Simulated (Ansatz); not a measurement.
**PbTe (rocksalt): a single-point run**

The task is a single-point run on PbTe (rocksalt). The structure is shown as the input types it.

Computed with Ansatz 0.2.0 (DFT PBE, scalar-relativistic, plane waves, PAW, unless a step's input says otherwise).

## 1. The starting structure

Symmetry: Fm-3m, No. 225, cubic system. Conventional cell: a = 12.196 Å, b = 12.196 Å, c = 12.196 Å, α = 90.00°, β = 90.00°, γ = 90.00°.

As a file:

```cif
data_structure
_symmetry_space_group_name_H-M 'Fm-3m'
_symmetry_Int_Tables_number 225
_cell_length_a 12.1963
_cell_length_b 12.1963
_cell_length_c 12.1963
_cell_angle_alpha 90.000
_cell_angle_beta 90.000
_cell_angle_gamma 90.000
_cell_volume 1814.20
loop_
_atom_site_label
_atom_site_type_symbol
_atom_site_symmetry_multiplicity
_atom_site_Wyckoff_symbol
_atom_site_fract_x
_atom_site_fract_y
_atom_site_fract_z
_atom_site_occupancy
Pb1 Pb 4 b 0.50000 0.00000 0.00000 1
Te1 Te 4 a 0.00000 0.00000 0.00000 1
```

## 2. Running it

input.yaml

```yaml
crystal:
  lattice:
    - [0.0, 6.09814866, 6.09814866]
    - [6.09814866, 0.0, 6.09814866]
    - [6.09814866, 6.09814866, 0.0]
  atoms:
    - { symbol: Pb, position: [0.5, 0.5, 0.5] }
    - { symbol: Te, position: [0.0, 0.0, 0.0] }
basis:
  ecutwfc: 420
  ecutrho_ratio: 4
kpoints:
  mp_grid: { grid: [6, 6, 6] }
hamiltonian:
  xc: pbe
scf:
  occupations: { method: gaussian, width: 0.05 }
  max_iter: 80
output:
  forces: true
  stress: true
```

On the command line:

```bash
ansatz run input.yaml --threads 4 --pin off --max-ram 8192MiB --backend cpu --events-out ev --progress --plain --runs-dir out
```

Output:

```text
Warning: RAYON_NUM_THREADS=4 ignored (pool sized by the plan → 4); use --threads N
Engine: ansatz 0.2.0, aarch64-unknown-linux-gnu
Pseudopotentials: kind: paw
Pseudopotential: Pb, paw, valence charge 14, recommended cutoff 420 eV (normal), Pb.paw.azcp
Pseudopotential: Te, paw, valence charge 16, recommended cutoff 420 eV (normal), Te.paw.azcp
Functional definition: PBE
  parameter kappa = 0.804
  parameter beta = 0.06672455060314922
  exchange = pbe_x(kappa = kappa, mu = beta*pi^2/3)
  correlation = pbe_c(beta = beta)
Crystal: 2 atoms, lattice volume = 453.549 Å³
Basis set: ecut = 420 eV, 8801 PW (Γ), exchange–correlation on 120×120×120 points (8 copies of the dense FFT grid, shifted against one another)
Bands: 19, of which v1, the nominal top of the filled ones, is band 15 counted from 1 (14 counted from 0)
Symmetry: 48 space group operations
Space group: Fm-3m (ITA 225), of the structure as read, at distance tolerance 7.7e-5 Å
k-points: 16 of 216
Non-local potential: Pb, projectors of the file, l = 0: 2, l = 1: 2, l = 2: 2, l = 3: 2
Non-local potential: Te, projectors of the file, l = 0: 2, l = 1: 2, l = 2: 2, l = 3: 2
PAW form: soft (Blöchl's): semilocal exchange-correlation on the pseudo side does not see the compensation charge
PAW one-centre angular grid: Pb, 590 points (default); XC on 64 Gauss nodes
PAW one-centre angular grid: Te, 590 points (default); XC on 64 Gauss nodes
Initial density: superposition of atomic densities (neutral atoms: chi_scale 0, normalization atom), corrected by the library's trained network
Initial wavefunctions: pseudopotential atomic-orbital guess
Functional: x = pbe(κ = 0.804, μ = 0.2195149727645171), c = pbe(β = 0.06672455060314922)
SCF iter   1: F=—  HF=-18884.678004 eV  |F-HF|=—  |Δ(HF+E_count)|=         —  Δρ=2.11e-2  dr2=1.63e1  ethr=1.77e-3  ⟨swp⟩=7.3  Hψ=1545  notcnv=0
preconditioner: auto → Resta (q_TF=auto, 1.735 Å⁻¹)  ε∞=2.1  [insulator: Δε(μ)=2.392 eV  Ē_g=4.699 eV  σ=0.050 eV  W_gap=1.00  n_scr=50 (ndim 8)  ℏωp=4.9 eV  f_vac=0.610  D(μ)=0.00/eV (n_scr^D=0)  ε∞_Penn≈2.1  vacuum switching on, ρ_ref=1.6e-3 e/Å³]
SCF iter   2: F=—  HF=-18891.900579 eV  |F-HF|=—  |Δ(HF+E_count)|=    7.22e0  Δρ=5.45e-2  dr2=1.04e2  ethr=1.77e-3  ⟨swp⟩=5.1  Hψ=1006  notcnv=0  recentre
SCF iter   3: F=—  HF=-18882.148612 eV  |F-HF|=—  |Δ(HF+E_count)|=    9.75e0  Δρ=1.68e-2  dr2=1.08e1  ethr=1.77e-3  ⟨swp⟩=5.2  Hψ=896  notcnv=0
SCF iter   4: F=—  HF=-18880.957033 eV  |F-HF|=—  |Δ(HF+E_count)|=    1.19e0  Δρ=5.27e-3  dr2=6.57e-1  ethr=1.77e-3  ⟨swp⟩=3.0  Hψ=570  notcnv=0
SCF iter   5: F=—  HF=-18882.313236 eV  |F-HF|=—  |Δ(HF+E_count)|=    1.36e0  Δρ=1.76e-2  dr2=1.15e1  ethr=1.77e-3  ⟨swp⟩=3.0  Hψ=584  notcnv=0  recentre
SCF iter   6: F=—  HF=-18881.951591 eV  |F-HF|=—  |Δ(HF+E_count)|=   3.62e-1  Δρ=1.68e-2  dr2=1.05e1  ethr=1.77e-3  ⟨swp⟩=1.0  Hψ=304  notcnv=0
SCF iter   7: F=—  HF=-18881.353614 eV  |F-HF|=—  |Δ(HF+E_count)|=   5.98e-1  Δρ=1.44e-2  dr2=7.68e0  ethr=1.77e-3  ⟨swp⟩=1.0  Hψ=432  notcnv=0
SCF iter   8: F=—  HF=-18883.149611 eV  |F-HF|=—  |Δ(HF+E_count)|=    1.80e0  Δρ=4.71e-2  dr2=8.13e1  ethr=1.77e-3  ⟨swp⟩=3.6  Hψ=451  notcnv=0  recentre
SCF iter   9: F=—  HF=-18882.308280 eV  |F-HF|=—  |Δ(HF+E_count)|=   8.41e-1  Δρ=4.47e-2  dr2=7.33e1  ethr=1.77e-3  ⟨swp⟩=1.0  Hψ=304  notcnv=0
SCF iter  10: F=—  HF=-18882.320221 eV  |F-HF|=—  |Δ(HF+E_count)|=   1.19e-2  Δρ=4.48e-2  dr2=7.35e1  ethr=1.77e-3  ⟨swp⟩=1.0  Hψ=304  notcnv=0
SCF iter  11: F=—  HF=-18881.211601 eV  |F-HF|=—  |Δ(HF+E_count)|=    1.11e0  Δρ=1.29e-2  dr2=6.25e0  ethr=1.77e-3  ⟨swp⟩=3.0  Hψ=457  notcnv=0
SCF iter  12: F=—  HF=-18880.958396 eV  |F-HF|=—  |Δ(HF+E_count)|=   2.53e-1  Δρ=5.61e-3  dr2=1.18e0  ethr=1.77e-3  ⟨swp⟩=1.9  Hψ=318  notcnv=0
SCF iter  13: F=—  HF=-18880.972874 eV  |F-HF|=—  |Δ(HF+E_count)|=   1.45e-2  Δρ=7.13e-3  dr2=1.87e0  ethr=1.77e-3  ⟨swp⟩=1.0  Hψ=304  notcnv=0
SCF iter  14: F=—  HF=-18880.946239 eV  |F-HF|=—  |Δ(HF+E_count)|=   2.66e-2  Δρ=4.72e-3  dr2=8.23e-1  ethr=1.77e-3  ⟨swp⟩=1.0  Hψ=304  notcnv=0
SCF iter  15: F=—  HF=-18880.930655 eV  |F-HF|=—  |Δ(HF+E_count)|=   1.56e-2  Δρ=7.16e-4  dr2=1.85e-2  ethr=1.77e-3  ⟨swp⟩=1.0  Hψ=304  notcnv=0
SCF iter  16: F=—  HF=-18880.932790 eV  |F-HF|=—  |Δ(HF+E_count)|=   2.14e-3  Δρ=2.12e-3  dr2=1.60e-1  ethr=6.18e-5  ⟨swp⟩=1.9  Hψ=318  notcnv=0
SCF iter  17: F=—  HF=-18880.930689 eV  |F-HF|=—  |Δ(HF+E_count)|=   2.10e-3  Δρ=2.47e-4  dr2=2.17e-3  ethr=6.18e-5  ⟨swp⟩=1.0  Hψ=320  notcnv=0
SCF iter  18: F=—  HF=-18880.930673 eV  |F-HF|=—  |Δ(HF+E_count)|=   1.61e-5  Δρ=3.02e-4  dr2=3.33e-3  ethr=7.22e-6  ⟨swp⟩=1.0  Hψ=304  notcnv=0
SCF iter  19: F=—  HF=-18880.930633 eV  |F-HF|=—  |Δ(HF+E_count)|=   3.99e-5  Δρ=1.84e-5  dr2=1.08e-5  ethr=7.22e-6  ⟨swp⟩=1.0  Hψ=304  notcnv=0
SCF iter  20: F=—  HF=-18880.930689 eV  |F-HF|=—  |Δ(HF+E_count)|=   5.63e-5  Δρ=2.24e-5  dr2=1.84e-5  ethr=3.61e-8  ⟨swp⟩=1.9  Hψ=318  notcnv=0
SCF iter  21: F=—  HF=-18880.930689 eV  |F-HF|=—  |Δ(HF+E_count)|=   1.47e-7  Δρ=1.11e-5  dr2=4.57e-6  ethr=3.61e-8  ⟨swp⟩=1.0  Hψ=304  notcnv=0
SCF iter  22: F=-18880.930689 eV  HF=-18880.930689 eV  |F-HF|=7.34e-8  |Δ(HF+E_count)|=   5.49e-8  Δρ=1.49e-6  dr2=8.38e-8  ethr=1.51e-9  ⟨swp⟩=3.4  Hψ=977  notcnv=0
SCF 1 converged in 22 iterations: F = -18880.930689 eV  dr2 = 8.38e-8
SCF converged after 22 iterations
Free energy (F): -18880.930689 eV
Harris-Foulkes:  -18880.930689 eV  (|F-HF|=7.34e-8)
Internal energy: -18880.920872 eV  (E = F + TS)
E sigma→0 (E₀):  -18880.925780 eV
Entropy (-TS):   -0.009817 eV (-4.908 meV/atom)
Fermi energy:    -2.624519 eV
--- Per-component energies (eV) ---
  E_band       = -652.468541
  E_kinetic    = 462.063758
  E_local      = -4717.515813  (includes V_loc(G=0)·N_el)
  E_nonlocal   = 39.392575
  E_hartree    = 2251.543070
  E_xc         = -338.329086
  E_vxc        = -227.050469  (∫ρ·V_xc dr)
  E_paw        = -15066.504709  (= ΣΔE_a)
  E_vpaw       = -712.440496  (= ΣTr[D̂ρ^β])
  E_aug_tail   = -0.000132  (compensation charges beyond the density's cutoff)
  E_ewald      = -1511.570533
  E_smearing   = -0.009817  (= −TS)
  E_closure    = 0.000000  (closes the sum)
  Σ components = -18880.930689   (vs F -18880.930689, Δ=0.00e0)
--- Forces (eV/Å), atoms counted from 1 ---
  atom   1  Pb     0.00000000    -0.00000000     0.00000000
  atom   2  Te    -0.00000000    -0.00000000    -0.00000000
  max |Σ_I F_I| component: 1.30e-28 eV/Å
--- Stress (GPa, compression-positive) ---
       -0.571888       0.000000       0.000000
        0.000000      -0.571888      -0.000000
        0.000000       0.000000      -0.571888
  P = ⅓ Tr σ = -0.5719 GPa (-5.719 kbar)
```

Run time: 5.9 s. Hardware: 4 threads of Arm Neoverse V1, shared host; peak memory 0.74 GiB.

## 3. A second look at the input

The run converged and reported no error. That alone doesn't make the input a sound one.

The structure is inflated by the factor 1.89 between bohr and ångström. The shortest distance in the input is 6.10 Å, between atoms 1 (Pb) and 2 (Te).

Fix: convert the lengths to the unit that the input reads.

## 4. A check with that setting changed

Besides the cure, the input differs in scf.max_iter, output requests.

input.yaml

```yaml
crystal:
  lattice:
    - [0.0, 3.2270013417, 3.2270013417]
    - [3.2270013417, 0.0, 3.2270013417]
    - [3.2270013417, 3.2270013417, 0.0]
  atoms:
    - { symbol: Pb, position: [0.5, 0.5, 0.5] }
    - { symbol: Te, position: [0.0, 0.0, 0.0] }
basis:
  ecutwfc: 420
  ecutrho_ratio: 4
kpoints:
  mp_grid: { grid: [6, 6, 6] }
hamiltonian:
  xc: pbe
scf:
  occupations: { method: gaussian, width: 0.05 }
output:
  forces: true
  stress: true
  eigenvalues: true
```

On the command line:

```bash
ansatz run input.yaml --threads 4 --pin off --max-ram 8192MiB --backend cpu --events-out ev --progress --plain --runs-dir out
```

Excerpt of the output:

```text
[...]
Basis set: ecut = 420 eV, 1363 PW (Γ), exchange–correlation on 64×64×64 points (8 copies of the dense FFT grid, shifted against one another)
[...]
k-points: 16 of 216
[...]
SCF iter   1: F=—  HF=-18887.163415 eV  |F-HF|=—  |Δ(HF+E_count)|=         —  Δρ=4.99e-4  dr2=1.49e-4  ethr=1.77e-3  ⟨swp⟩=6.6  Hψ=1595  notcnv=0
preconditioner: auto → none  [insulator: Δε(μ)=0.720 eV  Ē_g=14.748 eV  σ=0.050 eV  W_gap=1.00  n_scr=14 (ndim 8)  ℏωp=20.3 eV  f_vac=0.014  D(μ)=0.00/eV (n_scr^D=0)  ε∞_Penn≈2.9]
SCF iter   2: F=—  HF=-18887.161664 eV  |F-HF|=—  |Δ(HF+E_count)|=   1.75e-3  Δρ=3.69e-4  dr2=7.66e-5  ethr=4.97e-7  ⟨swp⟩=3.2  Hψ=827  notcnv=0
[...]
SCF iter   5: F=—  HF=-18887.161689 eV  |F-HF|=—  |Δ(HF+E_count)|=   1.32e-6  Δρ=2.86e-5  dr2=6.93e-7  ethr=8.77e-9  ⟨swp⟩=2.0  Hψ=539  notcnv=0
SCF iter   6: F=-18887.161689 eV  HF=-18887.161689 eV  |F-HF|=1.08e-7  |Δ(HF+E_count)|=   2.07e-7  Δρ=1.09e-5  dr2=8.91e-8  ethr=3.33e-10  ⟨swp⟩=4.4  Hψ=1599  notcnv=0
[...]
SCF converged after 6 iterations
Free energy (F): -18887.161689 eV
[...]
E sigma→0 (E₀):  -18887.161689 eV
Fermi energy:    9.127134 eV
[...]
  P = ⅓ Tr σ = 2.3227 GPa (23.227 kbar)
[...]
```

It took 1.1 s on 4 threads of Arm Neoverse V1, shared host; peak memory 0.35 GiB.

| run | ending | energy change | pressure (GPa) | gap (eV) | force (eV/Å) | cycles | time |
| --- | --- | --- | --- | --- | --- | --- | --- |
| first try | converged | +3.12 eV/atom | -0.6 | 0.07 | 0.00 | 22 | 5.9 s |
| second try | converged | 0 | 2.3 | 0.72 | 0.00 | 6 | 1.1 s |

## 5. What came out

| quantity | value |
| --- | --- |
| first try | converged, 22 SCF cycles |
| fault in the input | bohr typed as ångström |
| second try | converged, 6 SCF cycles |
| energy (zero set by the potentials) | -18887.1617 eV |
| pressure | 2.32 GPa |
| gap on the mesh | 0.72 eV |
| largest force | 0.000 eV/Å |

**Reading.** Both runs converge, but the first lies +3.12 eV/atom from the second; in the second, the pressure goes from -0.6 to 2.3 GPa, the gap on the mesh goes from 0.07 to 0.72 eV. Only the second answers the question as it was meant. The gap of the reference lacks spin-orbit coupling, though the cell holds Te and Pb.

The gaps are Kohn-Sham values of a semilocal functional, not quasiparticle or optical gaps. Such gaps usually fall short of the measured ones; spin-orbit coupling, left out here, narrows gaps with Pb, Te, so the two errors partly cancel.
